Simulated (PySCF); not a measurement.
# C9H12NSe+: excited states

Aim: compute the excited states of C9H12NSe+ (`C[Se]/C=C/c1cc[n+](C)cc1`).

Computed with PySCF 2.14.0 and routines of our own; the level stands in each step. Atoms count from 0.

## 1. The system as given

23 atoms, charge 1, multiplicity 1; geometry from: GFN2-xTB.

## 2. Relaxing the molecule at PBE0-D3(BJ)/def2-SVP

Job settings and geometry (Å):

```
{"job": {"xc": "PBE0", "basis": "def2-SVP", "d3": "d3bj", "grid": 2, "kind": "geom"}, "charge": 1, "multiplicity": 1}
C      4.685576     0.453387    -0.108419
Se     3.816778     2.195361    -0.068511
C      2.034767     1.748307    -0.040898
C      1.486562     0.504560    -0.047700
C      0.097719     0.212679    -0.016806
C     -0.337201    -1.135790    -0.015369
C     -1.664045    -1.446033     0.023116
N     -2.613875    -0.488695     0.061073
C     -4.005074    -0.872420     0.116148
C     -2.243627     0.805277     0.055796
C     -0.931880     1.182150     0.016420
H      4.401012    -0.078835    -1.012481
H      4.420904    -0.110282     0.782564
H      5.756899     0.636592    -0.117114
H      1.406354     2.628852    -0.013119
H      2.141148    -0.355148    -0.075002
H      0.389341    -1.931919    -0.044311
H     -2.009282    -2.468881     0.025507
H     -4.206011    -1.433716     1.030086
H     -4.641015     0.009272     0.101016
H     -4.256703    -1.502780    -0.737567
H     -3.034887     1.538784     0.084275
H     -0.698212     2.233004     0.011376
```

On the command line:

```bash
> OMP_NUM_THREADS=1 python excited_run.py task.json out
```

One launch serves the whole session: the jobs run in the order shown.

Standard output:

```text
step   0  E = -2804.92422686  max force = 0.009881
step   1  E = -2804.92613284  max force = 0.004071
step   2  E = -2804.92615636  max force = 0.002004
step   3  E = -2804.92616905  max force = 0.000805
step   4  E = -2804.92618434  max force = 0.000533
step   5  E = -2804.92618428  max force = 0.000425
optimisation converged
```

It took 3.5 min on 1 thread of Arm Neoverse V2, shared host; peak memory 1.2 GiB.

Along the way:

| step | energy from step 0 (eV) | largest force component (eV/Å) |
| --- | --- | --- |
| 0 | 0.0000 | 0.5081 |
| 1 | -0.0519 | 0.2093 |
| 2 | -0.0525 | 0.1030 |
| 3 | -0.0528 | 0.0414 |
| 4 | -0.0533 | 0.0274 |
| 5 | -0.0533 | 0.0219 |

Close pairs (by a distance rule), those that changed most:

| bond | before (Å) | after (Å) | change (Å) |
| --- | --- | --- | --- |
| N7–C8 | 1.444 | 1.462 | +0.018 |
| C3–C4 | 1.420 | 1.434 | +0.015 |
| C0–Se1 | 1.947 | 1.933 | -0.014 |
| C2–H14 | 1.082 | 1.096 | +0.013 |
| C10–H22 | 1.077 | 1.090 | +0.013 |
| C5–H16 | 1.078 | 1.091 | +0.013 |
| C6–H17 | 1.080 | 1.092 | +0.012 |
| C3–H15 | 1.081 | 1.093 | +0.012 |

The next job starts from the end point, and lists it.

| at the end point | value |
| --- | --- |
| rotational constants (GHz, main isotopes) | 3.305, 0.256, 0.238 |

## 3. Excited states: TDA CAM-B3LYP/def2-SVP

Job settings and geometry (Å):

```
{"job": {"kind": "states", "xc": "CAM-B3LYP", "basis": "def2-SVP", "tda": true, "soc": true, "nstates": 6, "ntriplets": 5, "nquad": 4}, "charge": 1, "multiplicity": 1}
C      4.934681     0.625414    -0.173589
Se     4.082200     2.359609    -0.130984
C      2.312227     1.868500    -0.079108
C      1.780560     0.614481    -0.075002
C      0.377073     0.321156    -0.031908
C     -0.060515    -1.027712    -0.030790
C     -1.394496    -1.340333     0.009512
N     -2.344582    -0.375723     0.049786
C     -3.756156    -0.752173     0.099727
C     -1.969359     0.925012     0.050287
C     -0.649805     1.296612     0.010883
H      4.643946     0.076907    -1.079438
H      4.690571     0.056106     0.733217
H      6.014747     0.821672    -0.198899
H      1.663284     2.750733    -0.048878
H      2.443845    -0.253202    -0.105971
H      0.665121    -1.842132    -0.062789
H     -1.752211    -2.371581     0.011124
H     -3.962848    -1.308919     1.024081
H     -4.373764     0.152220     0.080904
H     -4.007193    -1.374835    -0.769488
H     -2.775165     1.659753     0.083496
H     -0.423833     2.362934     0.013088
```

With the program's defaults for keys left out, this is: TDA CAM-B3LYP/def2-SVP excited states, vertical, gas phase, spin-orbit mean-field couplings.

Standard output:

```text
coarse grid: 88736 points
cycle   1  E = -2805.4907398315  dE =  1.317e+00  |g| = 4.268e-01  |ddm| = 5.372e+00
cycle   2  E = -2805.4833064404  dE =  7.433e-03  |g| = 5.191e-01  |ddm| = 1.086e+00
cycle   3  E = -2805.5458061075  dE = -6.250e-02  |g| = 8.597e-02  |ddm| = 5.267e-01
cycle   4  E = -2805.5473619353  dE = -1.556e-03  |g| = 3.835e-02  |ddm| = 1.275e-01
cycle   5  E = -2805.5477245363  dE = -3.626e-04  |g| = 1.003e-02  |ddm| = 5.128e-02
cycle   6  E = -2805.5477484506  dE = -2.391e-05  |g| = 2.794e-03  |ddm| = 1.289e-02
cycle   7  E = -2805.5477507912  dE = -2.341e-06  |g| = 9.521e-04  |ddm| = 4.411e-03
final grid: 189408 points
cycle   8  E = -2805.5477603135  dE = -1.961e-07  |g| = 8.400e-04  |ddm| = 2.648e-03
cycle   9  E = -2805.5477602897  dE =  2.383e-08  |g| = 9.928e-04  |ddm| = 1.698e-03
cycle  10  E = -2805.5477605022  dE = -2.125e-07  |g| = 9.048e-05  |ddm| = 8.345e-04
cycle  11  E = -2805.5477605046  dE = -2.476e-09  |g| = 4.015e-05  |ddm| = 1.206e-04
cycle  12  E = -2805.5477605057  dE = -1.013e-09  |g| = 2.049e-05  |ddm| = 1.187e-04
cycle  13  E = -2805.5477605058  dE = -1.223e-10  |g| = 4.502e-06  |ddm| = 2.724e-05
converged SCF energy = -2805.5477605058

Singlet excitations
state   eV       nm        f     d(h-e)  d(exc)  Lambda  PR(NTO)  |dmu|/D   mu/D   main configurations
  1   3.7481   330.8   1.11607   2.274   4.256   0.616   1.080    3.731    6.440   H->L 0.95
  2   4.6183   268.5   0.01748   2.920   4.514   0.361   1.131    7.766    2.705   H->L+1 0.90
  3   5.7006   217.5   0.00011   0.941   3.070   0.473   1.011    3.882   13.937   H->L+3 0.84
  4   5.7706   214.9   0.07070   0.150   3.647   0.600   1.445    0.126   10.116   H-2->L 0.63, H-1->L 0.17
  5   5.8536   211.8   0.10081   1.233   3.840   0.724   1.357                     H-1->L 0.72, H-2->L 0.13
  6   5.9707   207.7   0.00241   3.037   4.455   0.322   1.023                     H-3->L 0.89

Triplet excitations (Tamm-Dancoff)
state   eV     d(h-e)  d(exc)  Lambda  PR(NTO)   main configurations
  1   2.1425   1.407   3.902   0.627   1.021   H->L 0.91
  2   4.0067   2.170   3.911   0.390   1.248   H->L+1 0.74, H-1->L+1 0.12
  3   4.1855   1.095   3.392   0.744   1.362   H-1->L 0.78, H->L+2 0.09
  4   4.4293   0.417   3.124   0.602   1.250   H-2->L 0.80
  5   4.6742   0.386   3.027   0.801   1.884   H-2->L+1 0.57, H->L+2 0.23
S1 - T1 = 1.6055 eV

Spin-orbit couplings |<S|Hso|T>| (cm-1)
             T1       T2       T3       T4       T5
S0        1.570    0.757    5.188    1.047    1.040
S1        0.142    0.099    0.241    0.089    0.073
S2        0.098    0.029    0.028    0.013    0.033
S3      160.996   13.486   79.851   20.033   31.273
S4        0.659    0.056    0.432    0.078    0.129
S5        3.239    0.362    2.598    0.192    0.339
S6      467.414   53.386  391.054   30.738   47.832
T1 sublevels (cm-1): 0.000 6.198 7.089   radiative rates (1/s): 40.2 0.176 2.64
```

It took 1.8 min on 1 thread of Arm Neoverse V2, shared host; peak memory 1.2 GiB.

In short:

| quantity | value |
| --- | --- |
| S1 less T1 | 1.61 eV |

Orbitals, density, ELF and potential are computed afterwards from the orbital file.

Frontier orbitals at CAM-B3LYP/def2-SVP, with the share of their density that lies nearest to each atom:

| orbital | energy (eV) | lies on |
| --- | --- | --- |
| HOMO | -10.65 | Se1 50 %; C3 19 % |
| LUMO | -5.16 | C4 22 %; C2 16 %; N7 13 % |

ELF in a plane through or near 19 of the atoms.

Ten even steps from '0' (0.00) to '9' (1.00):
```
0000000000000000000000000000
0000000000000000000000000000
0000000000000000000000000000
0000002100450273002000000000
0000148611990898059800000000
0000278634990998089900000000
0000272536890796589508700000
0000054424550335738069910000
0000023246775694637199920000
0005748723639254285759500000
0049991512838273171862100000
0049992616992674577446100000
0008855505990513435033000000
0001212101932995589000000000
0000000000007993399500000000
0000000000007992199600000000
0000000000000540046000000000
0000000000000000000000000000
0000000000000000000000000000
0000000000000000000000000000
```
The map spans 16.7 Å across and 9.7 Å up, centred on the molecule. Atoms in the plane (x, y in Å): C0 (-4.7, -0.5), Se1 (-4.2, 1.4), C2 (-2.3, 1.2), C3 (-1.6, 0.1), C4 (-0.1, 0.1), C5 (0.6, -1.2), C6 (1.9, -1.2), N7 (2.7, -0.1), C8 (4.1, -0.2), C9 (2.1, 1.1), C10 (0.7, 1.2), H13 (-5.8, -0.5), H14 (-1.9, 2.2), H15 (-2.0, -0.9), H16 (0.0, -2.1), H17 (2.5, -2.2), H19 (4.6, 0.8), H21 (2.7, 2.0), H22 (0.3, 2.2).

log10 of the density (e/Å³) in the same plane.

Ten even steps from '0' (-4.0) to '9' (2.3):
```
0000000000000000000000000000
0000000000000000000000000000
0000012211221121111000000000
0000123322332333222210000000
0001234444553454344321000000
0001345555664565455432100000
0002356866664566666444310000
0002358966864567686455420000
0012356666665666666566431000
0023456655686765567666431000
0024667645676665567696421000
0024667645665666666566421000
0023455544554577775455320000
0012344433444666666433210000
0001223322224565566422100000
0000011111123444444321000000
0000000000002332233200000000
0000000000001111111000000000
0000000000000000000000000000
0000000000000000000000000000
```
The map spans 16.7 Å across and 9.7 Å up, centred on the molecule. Atoms in the plane (x, y in Å): C0 (-4.7, -0.5), Se1 (-4.2, 1.4), C2 (-2.3, 1.2), C3 (-1.6, 0.1), C4 (-0.1, 0.1), C5 (0.6, -1.2), C6 (1.9, -1.2), N7 (2.7, -0.1), C8 (4.1, -0.2), C9 (2.1, 1.1), C10 (0.7, 1.2), H13 (-5.8, -0.5), H14 (-1.9, 2.2), H15 (-2.0, -0.9), H16 (0.0, -2.1), H17 (2.5, -2.2), H19 (4.6, 0.8), H21 (2.7, 2.0), H22 (0.3, 2.2).

On the surface of density 0.002 e/bohr³ the electrostatic potential runs, from the 1st to the 99th percentile, from 2.26 V near Se1 to 4.89 V near H17.

## 4. Outcome

| quantity | value |
| --- | --- |
| rotational constants (main isotopes) | 3.31, 0.26, 0.24 GHz |
| S1 less T1 (step 3, TDA CAM-B3LYP/def2-SVP) | 1.61 eV |

In words: The optimisation took 5 steps and gained 0.053 eV; among the close pairs (by a distance rule), N7–C8 changed most, from 1.444 to 1.462 Å. Scalar relativity is left out for the heavy atoms. In step 3, the number of triplets below S1 is 1, and the largest singlet-triplet spin-orbit coupling is S6–T1, 467.41 cm⁻¹. By nearest atom (CAM-B3LYP/def2-SVP), the HOMO sits on Se1 50 %; C3 19 % and the LUMO on C4 22 %; C2 16 %.
